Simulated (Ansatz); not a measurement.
# C₂H₆FInS: small, medium and large basis sets

The task here is to estimate one member of a computed series from the others.

Computed with Ansatz 0.2.0, Gaussian basis. Level: one geometry, several basis sets.

The runs, in order: PBE0-D4/def2-SVP; ωB97M-V/def2-SVP; PBE0-D4/def2-QZVPP; ωB97M-V/def2-QZVPP; the functionals' def2-TZVPP values are taken from earlier runs.

## The geometry

All runs share one geometry, relaxed beforehand with PBE0-D4 in a triple-zeta def2 set. In takes the def2 core potential; no spin-orbit term is included.

SMILES `C[S][In]([CH3])[F]`, 11 atoms, charge 0, spin multiplicity 1.

Atoms are counted from 1 here; the program's logs count them from 0.

Bond lengths: C1–S2 1.822 Å, C1–H6 1.090 Å, C1–H7 1.089 Å, C1–H8 1.089 Å, S2–In3 2.365 Å, In3–C4 2.132 Å, In3–F5 1.961 Å, C4–H9 1.090 Å, C4–H10 1.089 Å, C4–H11 1.090 Å. Angles: S2–C1–H6 106.2°, S2–C1–H7 112.0°, S2–C1–H8 111.9°, H6–C1–H7 108.3°, H6–C1–H8 108.3°, H7–C1–H8 109.9°, C1–S2–In3 101.9°, S2–In3–C4 135.2°, S2–In3–F5 109.2°, C4–In3–F5 115.6°, In3–C4–H9 110.0°, In3–C4–H10 108.5°, In3–C4–H11 109.7°, H9–C4–H10 109.9°, H9–C4–H11 109.0°, H10–C4–H11 109.8°.

The first run:

Contents of in.yaml:

```yaml
crystal:
  periodic: [false, false, false]
  atoms:
    - {symbol: C, position_ang: [-1.600226, 0.375953, 1.542177]}
    - {symbol: S, position_ang: [-0.869671, 1.833451, 0.728289]}
    - {symbol: In, position_ang: [0.702161, 0.839810, -0.733116]}
    - {symbol: C, position_ang: [1.300425, -1.156855, -1.181317]}
    - {symbol: F, position_ang: [1.632474, 2.246135, -1.733409]}
    - {symbol: H, position_ang: [-2.351989, 0.757451, 2.233228]}
    - {symbol: H, position_ang: [-2.093420, -0.284083, 0.829777]}
    - {symbol: H, position_ang: [-0.861077, -0.183330, 2.114266]}
    - {symbol: H, position_ang: [1.616794, -1.664476, -0.270289]}
    - {symbol: H, position_ang: [2.125975, -1.118867, -1.890401]}
    - {symbol: H, position_ang: [0.463854, -1.701988, -1.618605]}
basis:
  gaussian: {orbitals: def2-SVP}
hamiltonian: {xc: pbe0, dispersion: d4}
output: {orbitals: {seedname: orbitals}}
```

Run with:

```console
> ansatz run in.yaml --threads 4 --pin off --events-out ev --progress --plain --max-ram 10444MiB
```

Steps of the session up to this table: PBE0-D4 in def2-SVP; ωB97M-V in def2-SVP; PBE0-D4 in def2-QZVPP; ωB97M-V in def2-QZVPP.

One of the session's tables, all rows but one given; the rest of the session is left out.

It belongs to the step «Density functionals: the series». 

| functional | basis | HOMO (eV) |
| --- | --- | --- |
| PBE0-D4 | def2-SVP | -7.00 |
| PBE0-D4 | def2-TZVPP | -7.09 |
| PBE0-D4 | def2-QZVPP | -7.11 |
| ωB97M-V | def2-SVP | -9.15 |
| ωB97M-V | def2-TZVPP | -9.28 |
| ωB97M-V | def2-QZVPP | ? |

Estimate the missing values for ωB97M-V, def2-QZVPP.

The run gave: HOMO (eV): -9.30. In the column «HOMO (eV)» it is the lowest.
